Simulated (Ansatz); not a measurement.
The system is Ta4NiO11.

```xyz
16
Lattice="1.9549 -14.8297 0.0000 1.9549 14.8297 0.0000 0.0000 0.0000 3.8859" Properties=species:S:1:pos:R:3 pbc="T T T"
Ta    1.9549    8.7682    0.0000
Ta    1.9549  -12.5907    0.0000
Ta    1.9549   12.5907    0.0000
Ta    1.9549   -8.7682    0.0000
Ni    1.9549    0.0000    0.0000
O     1.9549   10.6813    0.0000
O     1.9549   -6.5568    0.0000
O     1.9549    1.8849    0.0000
O     1.9549   -1.8849    0.0000
O     0.0000    0.0000    0.0000
O     1.9549  -10.6813    0.0000
O     1.9549    6.5568    0.0000
O     1.9549  -12.6913    1.9429
O     1.9549   12.6913    1.9429
O     1.9549   -8.7306    1.9429
O     1.9549    8.7306    1.9429
```

The cell was built by a generator and needn't be a form met in nature.

Base run:

- Program: Ansatz 0.2.0
- Functional: PBE
- Potentials or basis: all-electron LAPW, scalar-relativistic
- Cutoff: 455 eV
- Density cutoff: 1819 eV
- Basis error allowed: 0.003 eV/atom
- k mesh: 7 × 7 × 7
- Occupations: fermi-dirac, width 0.05 eV
- Spin: collinear spin, ferromagnetic start
- Starting moments: [0.0, 0.0, 0.0, 0.0, 1.0, 0.0, 0.0, 0.0, 0.0, 0.0, 0.0, 0.0, 0.0, 0.0, 0.0, 0.0] μB

Its results: pressure 0.2 GPa; net moment 0.85 μB per cell; site moments Ta -0.00; Ni +0.72; O -0.00, +0.01, +0.09, +0.00 μB; largest force 0.062 eV/Å.

Question: The run is repeated on the same cell with these changes: functional from PBE to revPBE; k mesh from 7 × 7 × 7 to 5 × 5 × 5. What comes out?

Answer: Pressure 2.5 GPa; net moment 0.40 μB per cell; site moments Ta +0.00, -0.00; Ni +0.34; O +0.00, -0.00, +0.05 μB; largest force 0.046 eV/Å.

Several settings changed at once, so the effect can't be laid on one alone.

Caveats: a cell with one magnetic atom can't hold antiferromagnetic order, which such compounds often take; the k mesh is thin for a metal, which can move the energy by tens of meV per atom (some runs).

Not every run made on this cell is shown here.
